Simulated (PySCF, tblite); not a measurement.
# C3H12GeNP: geometry, infrared bands and NMR shifts

What infrared bands and NMR shifts should C3H12GeNP (`CN(C)[CH2][GeH2][PH2]`) show?

Computed with tblite 0.8.0 and PySCF 2.14.0, with density-fitted response routines of our own, on a single molecule in the gas phase. Atoms are numbered from 0 throughout.

### Step 1. Starting geometry

18 atoms, charge 0, multiplicity 1; geometry from: force field or distance geometry start.

Bonds of the start (Å): C0–N1 1.47, N1–C2 1.45, N1–C3 1.48, C3–Ge4 1.95, Ge4–P5 2.29, C0–H6 1.10, C0–H7 1.11, C0–H8 1.12, C2–H9 1.12, C2–H10 1.11, C2–H11 1.12, C3–H12 1.12, C3–H13 1.12, Ge4–H14 1.54, Ge4–H15 1.55, P5–H16 1.45, P5–H17 1.45.

### Step 2. Geometry optimisation with GFN2-xTB

The job: settings as JSON, then the geometry in Å.

```
{"job": {"kind": "relax", "xc": "GFN2-xTB", "basis": "xTB"}, "charge": 0, "multiplicity": 1}
C     -0.897800    -1.222100    -0.920700
N     -0.593300     0.121200    -0.396600
C     -1.783800     0.957000    -0.426400
C     -0.085000     0.030900     0.988800
Ge     1.802300    -0.478000     1.015400
P      2.958200     0.906200    -0.395500
H     -0.001000    -1.858500    -0.928600
H     -1.242700    -1.133200    -1.969700
H     -1.696100    -1.720600    -0.319200
H     -2.185900     1.025000    -1.464600
H     -1.547700     1.994200    -0.113200
H     -2.595300     0.554400     0.234700
H     -0.144200     1.013600     1.513800
H     -0.665800    -0.704700     1.599700
H      2.353100    -0.322300     2.450400
H      1.976400    -1.944800     0.561300
H      2.278000     2.104900     0.070800
H      2.061800     0.683400    -1.512000
```

The run is started by

```sh
$ OMP_NUM_THREADS=1 python probes_run.py task.json out
```

This one command runs all jobs of the session in turn.

**Question.** This job is followed by: GFN2-xTB harmonic vibrations, gas phase; GIAO PBE0/pcSseg-1 NMR shielding, non-relativistic, gas phase. Predict these results of the whole session: strongest single infrared mode (GFN2-xTB); zero-point energy (GFN2-xTB); ¹³C shifts against TMS (PBE0/pcSseg-1, means over atoms taken as alike); ¹H shifts against TMS (PBE0/pcSseg-1, means over atoms taken as alike); ¹⁵N shifts against NH3 (PBE0/pcSseg-1); ⁷³Ge shifts against GeMe4 (PBE0/pcSseg-1); ³¹P shifts against H3PO4 (PBE0/pcSseg-1).

As calculated:

| quantity | value |
| --- | --- |
| strongest single infrared mode (GFN2-xTB) | 1920 cm⁻¹, 518 km/mol |
| zero-point energy (GFN2-xTB) | 87.5 kcal/mol |
| ¹³C shifts against TMS (PBE0/pcSseg-1, means over atoms taken as alike) | 49.3, 49.2 ppm |
| ¹H shifts against TMS (PBE0/pcSseg-1, means over atoms taken as alike) | 4.12, 2.16, 2.06, 1.27 ppm |
| ¹⁵N shifts against NH3 (PBE0/pcSseg-1) | 37.9 ppm |
| ⁷³Ge shifts against GeMe4 (PBE0/pcSseg-1) | -174 ppm |
| ³¹P shifts against H3PO4 (PBE0/pcSseg-1) | -344.0 ppm |

In words: Relaxing lowered the energy by 0.276 eV in 92 steps; the close pair that moved most is P5–H16, from 1.455 to 1.388 Å. All 48 modes are real, so the xTB geometry is a minimum. The strongest single mode, at 1920 cm⁻¹, moves mainly H14 and H15. GFN2-xTB is a fitted tight-binding method: band positions and strengths are rough. Its intensities can rank the bands wrongly. At PBE0/pcSseg-1: The widest tensor belongs to Ge4: span 290 ppm, with a paramagnetic part of -1252 ppm. Spin-orbit coupling is left out, which matters for shieldings and couplings at and beside the heavy atoms.
